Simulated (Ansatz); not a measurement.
# SiBr5: the cost of one run

Method: DFT PBE, scalar-relativistic, plane waves, PAW, in Ansatz 0.2.0.

## Step 1: The structure to begin with

Symmetry: P-62m, No. 189, hexagonal system. Conventional cell: a = 6.875 Å, b = 6.875 Å, c = 6.083 Å, α = 90.00°, β = 90.00°, γ = 120.00°. Si (site symmetry -62m) is surrounded by 12 Br at 3.97 to 4.07 Å. Br (site symmetry m2m) has 8 Br at 3.67 to 3.71 Å and 2 Si at 4.07 Å in its first shell of neighbours. Br (site symmetry -6) has 9 Br at 3.71 to 3.97 Å and 3 Si at 3.97 Å in its first shell of neighbours.

Structure file:

```xyz
6
Lattice="6.8748 0.0000 0.0000 -3.4374 5.9537 0.0000 0.0000 0.0000 6.0827" Properties=species:S:1:pos:R:3 pbc="T T T"
Si    0.0000    0.0000    3.0414
Br   -2.0882    3.6170    0.0000
Br    4.1765    0.0000    0.0000
Br    1.3491    2.3368    0.0000
Br    3.4374    1.9846    3.0414
Br    0.0000    3.9692    3.0414
```

The cell is invented: species swapped into a database cell of CaMg5 (P-62m, No. 189), with Si on the Ca sites and Br on the Mg sites. Lengths come from tabulated atomic sizes and are only a guess.

## Step 2: A first look at the guess

input.yaml reads:

```yaml
crystal:
  lattice:
    - [6.87478748, 0.0, 0.0]
    - [-3.43739374, 5.9537406, 0.0]
    - [0.0, 0.0, 6.08272503]
  atoms:
    - { symbol: Si, position: [0.0, 0.0, 0.5] }
    - { symbol: Br, position: [0.0, 0.60750961, 0.0] }
    - { symbol: Br, position: [0.60750961, 0.0, 0.0] }
    - { symbol: Br, position: [0.39249039, 0.39249039, 0.0] }
    - { symbol: Br, position: [0.66666667, 0.33333333, 0.5] }
    - { symbol: Br, position: [0.33333333, 0.66666667, 0.5] }
basis:
  ecutwfc: 420
kpoints:
  mp_grid: { grid: [3, 3, 4] }
hamiltonian:
  xc: pbe
scf:
  occupations: { method: gaussian, width: 0.1 }
  lower_state_search: "off"
output:
  forces: true
  stress: true
  eigenvalues: true
```

Started as:

```bash
$ ansatz run input.yaml --threads 1 --pin off --max-ram 2560MiB --backend cpu --events-out ev --progress --plain --runs-dir out
```

What time and memory should one allow on 1 thread of Intel Xeon at 2.50GHz (Skylake/Cascade Lake), shared host?

About 11 s, with a peak of 0.4 GiB.
